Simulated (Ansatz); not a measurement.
# KPt: the cost of one run

Computed with Ansatz 0.2.0 (DFT PBEsol, scalar-relativistic, plane waves, PAW, unless a step's input says otherwise).

## Step 1: The system as given

Symmetry: P-6m2, No. 187, hexagonal system. The conventional cell has a = 3.001 Å, b = 3.001 Å, c = 5.346 Å, α = 90.00°, β = 90.00°, γ = 120.00°. K (site symmetry -6m2) has 6 K at 3.00 Å and 6 Pt at 3.19 Å as nearest neighbours. Around Pt (site symmetry -6m2) lie 6 Pt at 3.00 Å and 6 K at 3.19 Å.

Structure file:

```
K Pt
1.0
     3.00085    0.00000    0.00000
    -1.50042    2.59881    0.00000
     0.00000    0.00000    5.34558
K Pt
1 1
Cartesian
  0.0000 1.7325 2.6728
  0.0000 0.0000 0.0000
```

The structure comes from the Materials Project (structure only).

## Step 2: Quick check of gap, pressure and forces

input.yaml reads:

```yaml
crystal:
  lattice:
    - [3.0008472788, 0.0, 0.0]
    - [-1.5004236394, 2.5988099763, 0.0]
    - [0.0, 0.0, 5.345578]
  atoms:
    - { symbol: K, position: [0.33333333, 0.66666667, 0.5] }
    - { symbol: Pt, position: [0.0, 0.0, 0.0] }
basis:
  ecutwfc: 420
kpoints:
  mp_grid: { grid: [9, 9, 4] }
hamiltonian:
  xc: pbesol
scf:
  occupations: { method: gaussian, width: 0.1 }
output:
  forces: true
  stress: true
  eigenvalues: true
```

What time and memory should one allow on 1 thread of an Arm CPU, shared host?

About 1.9 s, with a peak of 0.3 GiB.
